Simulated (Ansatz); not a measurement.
Runs of Ansatz 0.2.0 on CoO. It takes space group Fm-3m (No. 225, cubic). Conventional cell: a = 4.263 Å, b = 4.263 Å, c = 4.263 Å, α = 90.00°, β = 90.00°, γ = 90.00°. Co (site symmetry m-3m) is surrounded by 6 O at 2.13 Å. Around O (site symmetry m-3m) lie 6 Co at 2.13 Å. 

```tsv
task	level	potentials or basis	spin	cell	k mesh	smearing	gap on the mesh (eV)	pressure (GPa)	moment (μB)	V0 of scaled cells (Å³/atom)	relaxed volume (Å³/atom)	B0 (GPa)
relaxation of cell and atoms	LDA	Ansatz PAW	collinear, ferromagnetic start	relaxed	11 × 11 × 11	fermi-dirac 0.05 eV	none	0.0	2.21	-	(b)	-
equation of state	PBE	Ansatz PAW	collinear, ferromagnetic start	as given	11 × 11 × 11	fermi-dirac 0.05 eV	-	-	-	9.58	-	170
relaxation of cell and atoms	PBEsol	Ansatz PAW	collinear, ferromagnetic start	relaxed	11 × 11 × 11	fermi-dirac 0.05 eV	none	0.0	2.80	-	(c)	-
equation of state	PBE	Ansatz PAW soft_1	collinear, ferromagnetic start	as given	11 × 11 × 11	fermi-dirac 0.05 eV	-	-	-	9.58	-	170
relaxation of cell and atoms	RPBE	Ansatz PAW	collinear, ferromagnetic start	relaxed	11 × 11 × 11	fermi-dirac 0.05 eV	none	0.0	2.98	-	9.93	-
relaxation of cell and atoms	BLYP	Ansatz PAW	collinear, ferromagnetic start	relaxed	11 × 11 × 11	fermi-dirac 0.05 eV	none	0.0	2.89	-	9.98	-
relaxation of cell and atoms	PBE	Ansatz PAW	collinear, ferromagnetic start	relaxed	11 × 11 × 11	fermi-dirac 0.05 eV	none	0.0	2.90	-	9.58	-
single point	PBEsol	Ansatz PAW	collinear, random start	as given	8 × 8 × 8	gaussian 0.05 eV	none	(a)	2.95	-	-	-
```

Alike in all rows: cutoff (eV) 420.

**Question.** Fill in the values left out.

**Answer.** (a) -11.1; (b) 8.48; (c) 9.08.

Caveats: a cell with one magnetic atom can't hold antiferromagnetic order, which such compounds often take (some runs); semilocal functionals often make such compounds metallic where correlation or magnetic order opens a gap, which also shifts bond lengths (some runs); the plane-wave basis is chosen anew once the cell has moved, so the energies of steps on either side of that aren't comparable (some runs); the PAW data sets come from PBE, with cores solved anew for the run's functional, which leaves a small shift of forces and pressure (some runs); the potentials were made for another functional, which shifts forces and pressure (some runs).

A k mesh can miss the band edges.

A gap of «none» marks a metal or a gap under the smearing width.

Not every run made on this cell is shown here.
